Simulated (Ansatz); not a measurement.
# ClGaH4O2: the cost of one run

Method: RKS PBE-D4/def2-SVP, in Ansatz 0.2.0.

## Step 1: The structure to begin with

Bond lengths: Ga1–O3 1.790 Å, O3–H4 1.010 Å, Ga1–O5 1.790 Å, O5–H6 1.010 Å, Ga1–Cl7 2.540 Å. Angles: Ga1–O3–H4 109.5°, O3–Ga1–O5 120.0°, O3–Ga1–Cl7 96.8°, O5–Ga1–Cl7 101.3°, Ga1–O5–H6 109.5°.

As a file:

```xyz
8

Ga    0.0000    0.0000    0.0000
H     0.0000    0.0000    1.9200
O     1.5501    0.0000   -0.8950
H     1.8500   -0.9519   -1.0499
O    -1.5501    0.0000   -0.8950
H    -2.0598   -0.8467   -0.6865
Cl    0.1138    2.4077    0.8009
H     0.0466    0.9850    1.9581
```

## Step 2: Pulling towards end A

Springs on the bonds that form and break draw the guess towards this end; the thresholds are loose.

File input.yaml:

```yaml
crystal:
  periodic: [false, false, false]
  atoms:
    - { symbol: Ga, position_ang: [0.0, 0.0, 0.0] }
    - { symbol: H, position_ang: [0.0, 0.0, 1.92] }
    - { symbol: O, position_ang: [1.5501, 0.0, -0.895] }
    - { symbol: H, position_ang: [1.85, -0.9519, -1.0499] }
    - { symbol: O, position_ang: [-1.5501, 0.0, -0.895] }
    - { symbol: H, position_ang: [-2.0598, -0.8467, -0.6865] }
    - { symbol: Cl, position_ang: [0.1138, 2.4077, 0.8009] }
    - { symbol: H, position_ang: [0.0466, 0.985, 1.9581] }
basis:
  gaussian: { orbitals: def2-SVP }
hamiltonian:
  xc: pbe
  dispersion: d4
relax:
  f_tol: 0.15
  max_steps: 25
  restrain:
    - { distance: [0, 6], at: 3.44, k: 30.0 }
    - { distance: [7, 1], at: 1.86, k: 30.0 }
    - { distance: [0, 1], at: 1.57, k: 30.0 }
    - { distance: [7, 6], at: 1.37, k: 30.0 }
output:
  orbitals: {}
```

Run with:

```
> ansatz run input.yaml --threads 2 --pin off --max-ram 3072MiB --backend cpu --events-out ev --progress --plain --runs-dir out
```

What time and memory should one allow on 2 threads of Arm Neoverse V1, shared host?

About 21 s, with a peak of 0.14 GiB.
